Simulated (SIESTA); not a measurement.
## Cu3O2 under changes of volume

One of the cells (12.268 Å³/atom); the others are scaled copies at fixed shape and fractional positions:

```
Cu O
1.0
    -2.03638    2.03638    3.69795
     2.03638   -2.03638    3.69795
     2.03638    2.03638   -3.69795
Cu O
3 2
Direct
  0.00000 0.00000 0.00000
  0.75000 0.25000 0.50000
  0.25000 0.75000 0.50000
  0.50000 0.00000 0.50000
  0.00000 0.50000 0.50000
```

The cell comes from a database or a generator and needn't be the stable form of this composition.

```yaml
Program: SIESTA 5.4.2
Functional: PBE
Potentials_or_basis: PseudoDojo 0.4 standard (PBE files)
Basis: DZP (energy shift 0.003 Ry; two zetas on semicore shells)
Grid_cutoff: 800 Ry
Energy_shift: 0.003 Ry
k_mesh: 9 × 9 × 9
Occupations: fermi-dirac, width 0.05 eV
Spin: no spin polarisation
```

| volume (Å³/atom) | energy over the lowest point (meV/atom) | pressure (GPa) |
| --- | --- | --- |
| 11.306 | ? | ? |
| 11.546 | 15.46 | 7.9 |
| 11.787 | 6.00 | 4.8 |
| 12.268 | 0.00 | -0.7 |
| 12.508 | 2.97 | -3.0 |
| 12.749 | 8.97 | -4.9 |

Problem. What does the run at 11.306 Å³/atom give?

Solution. Energy over the lowest point 29.91 meV/atom; pressure 11.6 GPa.

Worked out: A Birch-Murnaghan fit of order 3 (a polynomial in V^(-2/3)) to the other rows has its minimum at 12.20 Å³/atom with B0 = V·E''(V) = 128 GPa and B' = 4.2 at fixed shape and positions, which overstates the stiffness. It gives 29.95 meV/atom at 11.306 Å³/atom, against the run's 29.91, and -dE/dV = 11.5 GPa, against 11.6.

Energies are extrapolated to zero smearing.

Caveats: short orbitals over semicore shells can move pressures by several GPa; the basis of atomic orbitals isn't converged, which shifts pressures, moduli and gaps; an odd number of electrons without spin polarisation forces a metal; a magnetic or distorted state may lie lower; the run has no spin polarisation, though such a crystal can be magnetic.
